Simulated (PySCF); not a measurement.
# H6LaO3 (La(H2O)33+): the cost of one run

The runs use PySCF 2.14.0; PBE0, La lcecp-1-SVP with ECP46, O def2-SVP, H def2-SVP; scalar-relativistic core potentials, no spin–orbit coupling.

## 1. The system as given

10 atoms, charge 3, spin multiplicity 1.

Bond lengths: La1–O2 2.560 Å, La1–O5 2.560 Å, La1–O8 2.560 Å, O2–H3 0.970 Å, O2–H4 0.970 Å, O5–H6 0.970 Å, O5–H7 0.970 Å, O8–H9 0.970 Å, O8–H10 0.970 Å. Angles: O2–La1–O5 120.0°, O2–La1–O8 120.0°, O5–La1–O8 120.0°, La1–O2–H3 127.5°, La1–O2–H4 127.5°, H3–O2–H4 105.1°, La1–O5–H6 127.5°, La1–O5–H7 127.5°, H6–O5–H7 105.1°, La1–O8–H9 127.5°, La1–O8–H10 127.5°, H9–O8–H10 105.1°.

Coordinates:

```xyz
10
charge 3, multiplicity 1
La    0.00000    0.00000    0.00000
O     2.56000    0.00000    0.00000
H     3.15000    0.00000    0.77000
H     3.15000    0.00000   -0.77000
O    -1.28000    2.21700    0.00000
H    -1.57500    2.72800    0.77000
H    -1.57500    2.72800   -0.77000
O    -1.28000   -2.21700    0.00000
H    -1.57500   -2.72800    0.77000
H    -1.57500   -2.72800   -0.77000
```

Formal oxidation states: La +3. The 4f shell is empty and lies in the core potential.

## 2. SCF at the start, singlet

Input file run.py (the lines that set the calculation):

```python
mol = gto.M(atom='''
La     0.00000     0.00000     0.00000
O      2.56000     0.00000     0.00000
H      3.15000     0.00000     0.77000
H      3.15000     0.00000    -0.77000
O     -1.28000     2.21700     0.00000
H     -1.57500     2.72800     0.77000
H     -1.57500     2.72800    -0.77000
O     -1.28000    -2.21700     0.00000
H     -1.57500    -2.72800     0.77000
H     -1.57500    -2.72800    -0.77000''',
    basis={'La': 'lcecp-1-SVP', 'O': 'def2-SVP', 'H': 'def2-SVP'},
    ecp={'La': 'lcecp-1-SVP'},
    charge=3, spin=0)
mf = dft.RKS(mol, xc='PBE0')
mf.grids.atom_grid = (50, 194)  # f atoms: unpruned, at least (60, 302)
mf = mf.density_fit()  # fitting sets: La AutoAux, O def2-universal-JKFIT, H def2-universal-JKFIT
mf.conv_tol = 1e-08; mf.max_cycle = 55
mf.kernel(dm0)  # dm0: free metal ions and neutral atoms
```

Run with:

```console
$ OMP_NUM_THREADS=2 python run.py
```

Q: Estimate wall time and peak memory on 2 threads of Arm Neoverse V1, shared host.

About 3.1 s, with a peak of 0.66 GiB.
